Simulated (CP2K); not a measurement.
# AlSn (P-6m2) in CP2K: further runs

The runs below take AlSn through single point, with PBE.

Everything below comes from runs of CP2K 2026.2. Logs are shortened: lines on timing, memory, paths and dates and some standing lists are left out, and cuts for length are marked.

### Step 1. The cell of the first run

Symmetry: P-6m2, No. 187, hexagonal system. The conventional cell has a = 4.198 Å, b = 4.198 Å, c = 3.307 Å, α = 90.00°, β = 90.00°, γ = 120.00°. Sn (site symmetry -6m2) is surrounded by 6 Al at 2.93 Å and 2 Sn at 3.31 Å. Around Al (site symmetry -6m2) lie 6 Sn at 2.93 Å and 2 Al at 3.31 Å.

The cell comes from a database or a generator and needn't be the stable form of this composition.

### Step 2. Single point, PBE (strain_c = 0)

alsn_scf.inp

```
&GLOBAL
  PROJECT alsn_scf
  RUN_TYPE ENERGY_FORCE
  PRINT_LEVEL LOW
&END GLOBAL
&FORCE_EVAL
  METHOD QS
  STRESS_TENSOR ANALYTICAL
  &DFT
    BASIS_SET_FILE_NAME BASIS_MOLOPT_UZH
    POTENTIAL_FILE_NAME POTENTIAL_UZH
    &MGRID
      CUTOFF 450
      REL_CUTOFF 60
      NGRIDS 5
    &END MGRID
    &QS
      METHOD GPW
      EPS_DEFAULT 1.0E-9
    &END QS
    &KPOINTS
      SCHEME MONKHORST-PACK 7 7 8
      GAMMA_CENTERED T
      SYMMETRY T
      SYMMETRY_BACKEND SPGLIB
    &END KPOINTS
    &SCF
      SCF_GUESS ATOMIC
      EPS_SCF 1.0E-6
      MAX_SCF 100
      ADDED_MOS 10
      CHOLESKY OFF
      EPS_EIGVAL 1.0E-7
      &DIAGONALIZATION ON
        ALGORITHM STANDARD
      &END DIAGONALIZATION
      &MIXING ON
        METHOD BROYDEN_MIXING
        ALPHA 0.4
        BETA 1.5
        NBUFFER 8
      &END MIXING
      &SMEAR ON
        METHOD FERMI_DIRAC
        ELECTRONIC_TEMPERATURE 580.23
      &END SMEAR
    &END SCF
    &XC
      &XC_FUNCTIONAL PBE
      &END XC_FUNCTIONAL
    &END XC
    &PRINT
      &KPOINTS ON
      &END KPOINTS
      &MULLIKEN ON
      &END MULLIKEN
      &MO ON
        ENERGIES T
        OCCUPATION_NUMBERS T
        &EACH
          QS_SCF 0
        &END EACH
        ADD_LAST NUMERIC
      &END MO
    &END PRINT
  &END DFT
  &SUBSYS
    &CELL
      ABC 4.1981056157 4.1981056156 3.3068470000
      ALPHA_BETA_GAMMA 90.0000000000 90.0000000000 119.9999999999
      PERIODIC XYZ
    &END CELL
    &COORD
      SCALED
      Sn  0.3333333333 0.6666666667 0.5000000000
      Al  0.0000000000 0.0000000000 0.0000000000
    &END COORD
    &KIND Sn
      BASIS_SET TZVP-MOLOPT-PBE-GTH-q4
      POTENTIAL GTH-PBE-q4
    &END KIND
    &KIND Al
      BASIS_SET TZVP-MOLOPT-PBE-GTH-q3
      POTENTIAL GTH-PBE-q3
    &END KIND
    &PRINT
      &ATOMIC_COORDINATES ON
      &END ATOMIC_COORDINATES
      &CELL ON
      &END CELL
    &END PRINT
  &END SUBSYS
  &PRINT
    &FORCES ON
    &END FORCES
    &STRESS_TENSOR ON
    &END STRESS_TENSOR
  &END PRINT
&END FORCE_EVAL
```

Potentials or basis: POTENTIAL_UZH Sn GTH-PBE-q4, Al GTH-PBE-q3; TZVP-MOLOPT-PBE-GTH basis.

Launch:

```
$ OMP_NUM_THREADS=1 cp2k.psmp -i alsn_scf.inp -o alsn_scf.out
```

alsn_scf.out:

```text

 CP2K| version string:                                       CP2K version 2026.2
 CP2K| Input file name                                              alsn_scf.inp

 GLOBAL| Force Environment number                                              1
 GLOBAL| Basis set file name                                    BASIS_MOLOPT_UZH
 GLOBAL| Potential file name                                       POTENTIAL_UZH
 GLOBAL| MM Potential file name                                     MM_POTENTIAL
 GLOBAL| Coordinate file name                                      __STD_INPUT__
 GLOBAL| Method name                                                        CP2K
 GLOBAL| Project name                                                   alsn_scf
 GLOBAL| Run type                                                   ENERGY_FORCE
 GLOBAL| FFT library                                                       FFTW3
 GLOBAL| Diagonalization library                                       ScaLAPACK
 GLOBAL| Cholesky decomposition library                                ScaLAPACK
 GLOBAL| DGEMM library                                                      BLAS
 GLOBAL| Direct generalized diagonalization requested                          F
 GLOBAL| Matrix multiplication library                                 ScaLAPACK
 GLOBAL| Global print level                                                  LOW
 GLOBAL| Total number of message passing processes                             1
 GLOBAL| Number of threads for this process                                    1
 GLOBAL| CPU model name                                                  UNKNOWN

 CELL| Volume [angstrom^3]:                                            50.472109
 CELL| Vector a [angstrom]:       4.198     0.000     0.000   |a| =     4.198106
 CELL| Vector b [angstrom]:      -2.099     3.636     0.000   |b| =     4.198106
 CELL| Vector c [angstrom]:       0.000     0.000     3.307   |c| =     3.306847
 CELL| Angle (b,c), alpha [degree]:                                    90.000000
 CELL| Angle (a,c), beta  [degree]:                                    90.000000
 CELL| Angle (a,b), gamma [degree]:                                   120.000000
 CELL| Numerically orthorhombic:                                              NO
 CELL| Periodicity                                                           XYZ

 CELL_REF| Volume [angstrom^3]:                                        50.472109
 CELL_REF| Vector a [angstrom     4.198     0.000     0.000   |a| =     4.198106
 CELL_REF| Vector b [angstrom    -2.099     3.636     0.000   |b| =     4.198106
 CELL_REF| Vector c [angstrom     0.000     0.000     3.307   |c| =     3.306847
 CELL_REF| Angle (b,c), alpha [degree]:                                90.000000
 CELL_REF| Angle (a,c), beta  [degree]:                                90.000000
 CELL_REF| Angle (a,b), gamma [degree]:                               120.000000
 CELL_REF| Numerically orthorhombic:                                          NO
 CELL_REF| Periodicity                                                       XYZ
[... 10 lines left out ...]

  Total number of            - Atomic kinds:                                   2
                             - Atoms:                                          2
                             - Shell sets:                                     2
                             - Shells:                                        14
                             - Primitive Cartesian functions:                  8
                             - Cartesian basis functions:                     36
                             - Spherical basis functions:                     34

  Maximum angular momentum of- Orbital basis functions:                        2
                             - Local part of the GTH pseudopotential:          0
                             - Non-local part of the GTH pseudopotential:      4

 MODULE QUICKSTEP: ATOMIC COORDINATES IN ANGSTROM

   Atom Kind Element         X             Y             Z       Z(eff)     Mass
      1    1 Sn   50     -0.000000      2.423777      1.653424   4.0000 118.7100
      2    2 Al   13      0.000000      0.000000      0.000000   3.0000  26.9815

 SCF PARAMETERS         Density guess:                                    ATOMIC
                        --------------------------------------------------------
                        max_scf:                                             100
[... 7 lines left out ...]
                        --------------------------------------------------------
                        level_shift [a.u.]:                             0.000000
                        added MOs                                        10    0
                        --------------------------------------------------------
                        Mixing method:                            BROYDEN_MIXING
[... 11 lines left out ...]
 *******************************************************************************
[... 103 lines left out ...]
 MO|      3               0.070818               1.927064               2.000000
 MO|      4               0.132946               3.617656               2.000000
 MO|      5               0.138597               3.771414               2.000000
 MO|      6               0.268377               7.302909               0.000000
 MO|      7               0.325262               8.850835               0.000000
 MO|      8               0.440396              11.983784               0.000000
 MO|      9               0.588021              16.000857               0.000000
 MO|     10               0.626398              17.045156               0.000000
 MO|     11               0.731188              19.896650               0.000000
 MO|     12               0.758842              20.649130               0.000000
 MO|     13               0.771666              20.998097               0.000000
[... 68 lines left out ...]
 MO|      2               0.016516               0.449421               2.000000
 MO|      3               0.052253               1.421882               2.000000
 MO|      4               0.079033               2.150585               2.000000
 MO|      5               0.175457               4.774421               0.035891
 MO|      6               0.210292               5.722336               0.000000
 MO|      7               0.377101              10.261441               0.000000
 MO|      8               0.380228              10.346531               0.000000
 MO|      9               0.618502              16.830305               0.000000
 MO|     10               0.630314              17.151709               0.000000
 MO|     11               0.735688              20.019088               0.000000
 MO|     12               0.745900              20.296982               0.000000
 MO|     13               0.753563              20.505489               0.000000
 MO|     14               0.785764              21.381732               0.000000
 MO| Sum:                                                               8.035891
 MO| E(Fermi):            0.168103 a.u.          4.574304 eV
 MO| Band gap:            0.096424 a.u.          2.623837 eV

 MO| EIGENVALUES AND OCCUPATION NUMBERS FOR K POINT 6
 MO|
 MO|  Index      Eigenvalue [a.u.]        Eigenvalue [eV]             Occupation
 MO|      1              -0.070569              -1.920275               2.000000
 MO|      2               0.011524               0.313594               2.000000
 MO|      3               0.076252               2.074933               2.000000
 MO|      4               0.102805               2.797468               2.000000
 MO|      5               0.141066               3.838588               1.999999
 MO|      6               0.239609               6.520079               0.000000
 MO|      7               0.417031              11.347982               0.000000
 MO|      8               0.434956              11.835744               0.000000
 MO|      9               0.536178              14.590138               0.000000
 MO|     10               0.642078              17.471836               0.000000
 MO|     11               0.692492              18.843667               0.000000
 MO|     12               0.758539              20.640886               0.000000
 MO|     13               0.769658              20.943459               0.000000
[... 68 lines left out ...]
 MO|      2               0.021953               0.597381               2.000000
 MO|      3               0.057638               1.568420               2.000000
 MO|      4               0.081350               2.213644               2.000000
 MO|      5               0.144939               3.943986               1.999993
 MO|      6               0.180905               4.922682               0.001882
 MO|      7               0.440642              11.990475               0.000000
 MO|      8               0.451458              12.284788               0.000000
 MO|      9               0.566616              15.418406               0.000000
 MO|     10               0.568271              15.463435               0.000000
 MO|     11               0.696648              18.956752               0.000000
 MO|     12               0.714696              19.447880               0.000000
 MO|     13               0.790435              21.508836               0.000000
 MO|     14               0.823767              22.415849               0.000000
 MO| Sum:                                                              10.001876
 MO| E(Fermi):            0.168103 a.u.          4.574304 eV
 MO| Band gap:            0.063589 a.u.          1.730342 eV

 MO| EIGENVALUES AND OCCUPATION NUMBERS FOR K POINT 11
 MO|
 MO|  Index      Eigenvalue [a.u.]        Eigenvalue [eV]             Occupation
 MO|      1              -0.086142              -2.344056               2.000000
 MO|      2               0.016130               0.438908               2.000000
 MO|      3               0.057764               1.571840               2.000000
 MO|      4               0.149771               4.075480               1.999907
 MO|      5               0.175872               4.785717               0.028738
 MO|      6               0.265238               7.217491               0.000000
 MO|      7               0.312032               8.490821               0.000000
 MO|      8               0.393630              10.711211               0.000000
 MO|      9               0.612964              16.679586               0.000000
 MO|     10               0.631940              17.195960               0.000000
 MO|     11               0.692617              18.847070               0.000000
 MO|     12               0.718508              19.551599               0.000000
 MO|     13               0.784923              21.358854               0.000000
[... 49 lines left out ...]
 MO|      3               0.102520               2.789705               2.000000
 MO|      4               0.193207               5.257417               0.000002
 MO|      5               0.326335               8.880029               0.000000
 MO|      6               0.420694              11.447669               0.000000
 MO|      7               0.444120              12.085108               0.000000
 MO|      8               0.483139              13.146889               0.000000
 MO|      9               0.497768              13.544950               0.000000
 MO|     10               0.578125              15.731594               0.000000
 MO|     11               0.634932              17.277381               0.000000
 MO|     12               0.648434              17.644798               0.000000
 MO|     13               0.687517              18.708281               0.000000
 MO|     14               0.772877              21.031041               0.000000
 MO| Sum:                                                               6.000002
 MO| E(Fermi):            0.168103 a.u.          4.574304 eV

 [... the levels of further k-points ...]

 !-----------------------------------------------------------------------------!
                     Mulliken Population Analysis

 #  Atom  Element  Kind  Atomic population                           Net charge
       1     Sn       1          4.047067                             -0.047067
       2     Al       2          2.952933                              0.047067
 # Total charge                              7.000000                  0.000000

 !-----------------------------------------------------------------------------!

 ENERGY| Total FORCE_EVAL ( QS ) energy [hartree]             -5.547759482767272

 FORCES| Atomic forces [hartree/bohr]
 FORCES|   Atom     x               y               z               |f|
 FORCES|      1 -1.70953410E-09 -5.82242830E-09  1.66841908E-14   6.06821045E-09
 FORCES|      2  1.56361304E-09  5.90705333E-09 -2.56633373E-16   6.11049628E-09
 FORCES| Sum    -1.45921061E-10  8.46250331E-11  1.64275575E-14
 FORCES| Total atomic force                                       1.68684180E-10

 STRESS| Analytical stress tensor [bar]
 STRESS|                        x                   y                   z
 STRESS|      x        6.74720625743E+03   5.47443833259E-03   3.64130740984E-10
 STRESS|      y        5.47443833259E-03   6.74647344867E+03  -1.34784554630E-09
 STRESS|      z        3.64130740984E-10  -1.34784554630E-09   1.46943688571E+04
 STRESS| 1/3 Trace                                             9.39601618774E+03
 STRESS| Determinant                                           6.68885434899E+11

 STRESS| Eigenvectors and eigenvalues of the analytical stress tensor [bar]
 STRESS|                        1                   2                   3
 STRESS| Eigenvalues   6.74647340778E+03   6.74720629833E+03   1.46943688571E+04
 STRESS|      x          -0.007469861748      0.999972100194      0.000000000000
 STRESS|      y           0.999972100194      0.007469861748     -0.000000000000
 STRESS|      z           0.000000000000     -0.000000000000      1.000000000000
```

Run time: 18 s. Hardware: 1 thread of Arm Neoverse V2, shared host; peak memory 0.25 GiB.

What came out:

```
Free energy            : -150.9622 eV
Pressure               : 0.9 GPa
Band gap on the k mesh : none (metal or under the smearing width)
Mulliken charges       : Sn -0.05; Al +0.05 e
```

Stress tensor (GPa, compression positive):
```
0.67 0.00 0.00
0.00 0.67 0.00
0.00 0.00 1.47
```

Levels at points of the mesh, in eV from the Fermi level:
| k point | band 1 | band 2 | band 3 | band 4 | band 5 | band 6 |
| --- | --- | --- | --- | --- | --- | --- |
| (0.00, 0.00, 0.00) | -10.48 | -0.21 | -0.21 | 0.71 | 2.66 | 3.25 |
| (0.00, 0.00, 0.50) | -7.45 | -6.28 | 2.73 | 2.73 | 3.65 | 3.65 |

Caveat: Mulliken charges move with the basis; the basis of atomic orbitals isn't converged, which shifts pressures, moduli and gaps.

### Step 3. Single point, PBE (strain_c = -0.02)

Changes to alsn_scf.inp since step 2:

```diff
@@ -68,3 +68,3 @@
     &CELL
-      ABC 4.1981056157 4.1981056156 3.3068470000
+      ABC 4.1981056157 4.1981056156 3.2407100600
       ALPHA_BETA_GAMMA 90.0000000000 90.0000000000 119.9999999999
```

Potentials or basis: POTENTIAL_UZH Sn GTH-PBE-q4, Al GTH-PBE-q3; TZVP-MOLOPT-PBE-GTH basis.

Launch:

```
$ OMP_NUM_THREADS=1 cp2k.psmp -i alsn_scf.inp -o alsn_scf.out
```

Run time: 17 s. Hardware: 1 thread of Arm Neoverse V2, shared host; peak memory 0.25 GiB.

It converged, with:

```yaml
Free_energy: -150.9445 eV
Pressure: 2.2 GPa
Band_gap_on_the_k_mesh: none (metal or under the smearing width)
Mulliken_charges: Sn -0.05; Al +0.05 e
```

Stress tensor (GPa, compression positive):
```
1.35 0.00 0.00
0.00 1.35 0.00
0.00 0.00 4.04
```

Levels at points of the mesh, in eV from the Fermi level:
| k point | band 1 | band 2 | band 3 | band 4 | band 5 | band 6 | band 7 | band 8 |
| --- | --- | --- | --- | --- | --- | --- | --- | --- |
| (0.00, 0.00, 0.00) | -10.68 | -0.41 | -0.41 | 0.57 | 3.01 | 3.08 | 3.08 | 6.54 |
| (0.00, 0.00, 0.50) | -7.47 | -6.36 | 2.69 | 2.69 | 3.61 | 3.61 | 3.86 | 4.26 |

Caveat: Mulliken charges move with the basis; the basis of atomic orbitals isn't converged, which shifts pressures, moduli and gaps.

(Part 1 of 2 ends here.)
